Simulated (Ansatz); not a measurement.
**ZnCd: a trial structure relaxed**

Aim: relax ZnCd from this start, NaTl (B32) type (Fd-3m, No. 227), and see where it ends.

Computed with Ansatz 0.2.0 (DFT PBE, scalar-relativistic, plane waves, PAW, unless a step's input says otherwise).

1 further run of the same task is left out (it didn't finish).

It takes space group Fd-3m (No. 227, cubic). The conventional cell has a = 6.884 Å, b = 6.884 Å, c = 6.884 Å, α = 90.00°, β = 90.00°, γ = 90.00°. Zn (site symmetry -43m) is surrounded by 4 Zn at 2.98 Å and 4 Cd at 2.98 Å. Cd (site symmetry -43m) is surrounded by 4 Zn at 2.98 Å and 4 Cd at 2.98 Å.

As a file:

```
CELL_PARAMETERS angstrom
0.00000 3.44191 3.44191
3.44191 0.00000 3.44191
3.44191 3.44191 0.00000
ATOMIC_POSITIONS crystal
Zn 0.50000 0.50000 0.50000
Zn 0.75000 0.75000 0.75000
Cd 0.00000 0.00000 0.00000
Cd 0.25000 0.25000 0.25000
```

The structure above is the start of the run; the results belong to its end.

Formation energies count from the elements, computed with the same settings in runs not shown here.

| quantity | value |
| --- | --- |
| cell (conventional) | a = 6.815 Å, b = 6.815 Å, c = 6.815 Å, α = 90.00°, β = 90.00°, γ = 90.00° |
| space group | Fd-3m (No. 227) |
| volume | 19.78 Å³/atom |
| gap on the mesh | none (metal) |
| formation energy from the elements | +0.141 eV/atom |

What this shows: The space group stayed Fd-3m, and from the first guess the volume went from 20.39 to 19.78 Å³/atom. The formation energy of +0.14 eV/atom is positive, so the elements lie lower than this structure; another structure of the compound can lie lower.

**Question.** Which input and command would start the relaxation behind these results?

A: The one used for the relaxation. It is one of several that fit.

File input.yaml:

```yaml
crystal:
  lattice:
    - [0.0, 3.4419144811, 3.4419144811]
    - [3.4419144811, 0.0, 3.4419144811]
    - [3.4419144811, 3.4419144811, 0.0]
  atoms:
    - { symbol: Zn, position: [0.5, 0.5, 0.5] }
    - { symbol: Zn, position: [0.75, 0.75, 0.75] }
    - { symbol: Cd, position: [0.0, 0.0, 0.0] }
    - { symbol: Cd, position: [0.25, 0.25, 0.25] }
basis:
  ecutwfc: 420
kpoints:
  mp_grid: { grid: [12, 12, 12] }
hamiltonian:
  xc: pbe
scf:
  occupations: { method: gaussian, width: 0.1 }
output:
  forces: true
  stress: true
  eigenvalues: true
  write_density: true
  write_potential: true
  elf: true
  volumetric_format: npy
relax:
  adjacent_minimum: "off"
  f_tol: 0.01
  max_steps: 80
  cell: { stress_tol: 0.05 }
```

Command:

```console
$ ansatz run input.yaml --threads 1 --pin off --max-ram 2560MiB --backend cpu --events-out ev --progress --plain --runs-dir out
```
